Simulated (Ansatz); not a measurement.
# C3H9FOSi: the cost of one run

Program: Ansatz 0.2.0. Level of theory: RKS LDA/def2-SVP. These are calculated values, not measurements.

## (1) The structure to begin with

Bond lengths: C1–C2 1.543 Å, C2–O3 1.409 Å, C2–C4 1.545 Å, C4–F5 1.337 Å, C4–Si6 1.929 Å, C1–H7 1.057 Å, C1–H8 1.109 Å, C1–H9 1.100 Å, C2–H10 1.072 Å, O3–H11 0.973 Å, C4–H12 1.088 Å, Si6–H13 1.500 Å, Si6–H14 1.484 Å, Si6–H15 1.462 Å. Angles (14 of 25 angles, heavy atoms first): C1–C2–O3 104.7°, C1–C2–C4 116.7°, O3–C2–C4 106.0°, C2–C4–F5 107.5°, C2–C4–Si6 113.8°, F5–C4–Si6 105.7°, C1–C2–H10 111.1°, O3–C2–H10 106.2°, C4–C2–H10 111.3°, C2–C1–H7 110.4°, C2–C1–H8 106.5°, C2–C1–H9 111.1°, C2–O3–H11 107.4°, C2–C4–H12 111.5°.

Structure file:

```xyz
15

C    -0.0710   -1.7826    0.1884
C     0.4836   -0.5678   -0.5846
O     1.8302   -0.8930   -0.8424
C     0.5091    0.7809    0.1682
F     1.1579    1.6591   -0.6026
Si   -1.2392    1.5391    0.4644
H     0.0783   -2.6705   -0.3648
H    -1.1583   -1.6054    0.3154
H     0.3614   -1.8399    1.1979
H     0.0109   -0.4712   -1.5421
H     2.2653   -0.0897   -1.1778
H     0.9986    0.6878    1.1349
H    -2.0973    0.6776    1.3422
H    -2.0162    1.6854   -0.7915
H    -1.1351    2.8395    1.1238
```

## (2) Relaxing end A

File input.yaml:

```yaml
crystal:
  periodic: [false, false, false]
  atoms:
    - { symbol: C, position_ang: [-0.071, -1.7826, 0.1884] }
    - { symbol: C, position_ang: [0.4836, -0.5678, -0.5846] }
    - { symbol: O, position_ang: [1.8302, -0.893, -0.8424] }
    - { symbol: C, position_ang: [0.5091, 0.7809, 0.1682] }
    - { symbol: F, position_ang: [1.1579, 1.6591, -0.6026] }
    - { symbol: Si, position_ang: [-1.2392, 1.5391, 0.4644] }
    - { symbol: H, position_ang: [0.0783, -2.6705, -0.3648] }
    - { symbol: H, position_ang: [-1.1583, -1.6054, 0.3154] }
    - { symbol: H, position_ang: [0.3614, -1.8399, 1.1979] }
    - { symbol: H, position_ang: [0.0109, -0.4712, -1.5421] }
    - { symbol: H, position_ang: [2.2653, -0.0897, -1.1778] }
    - { symbol: H, position_ang: [0.9986, 0.6878, 1.1349] }
    - { symbol: H, position_ang: [-2.0973, 0.6776, 1.3422] }
    - { symbol: H, position_ang: [-2.0162, 1.6854, -0.7915] }
    - { symbol: H, position_ang: [-1.1351, 2.8395, 1.1238] }
basis:
  gaussian: { orbitals: def2-SVP }
hamiltonian:
  xc: lda
relax:
  f_tol: 0.015
  max_steps: 40
output:
  orbitals: {}
```

Launch:

```console
$ ansatz run input.yaml --threads 2 --pin off --max-ram 3072MiB --backend cpu --events-out ev --progress --plain --runs-dir out
```

**Question.** How long does this run take on 2 threads of Intel Xeon Platinum 8259CL at 2.50GHz (Skylake/Cascade Lake), shared host, and how much memory does it need?

About 20 s, with a peak of 0.19 GiB.
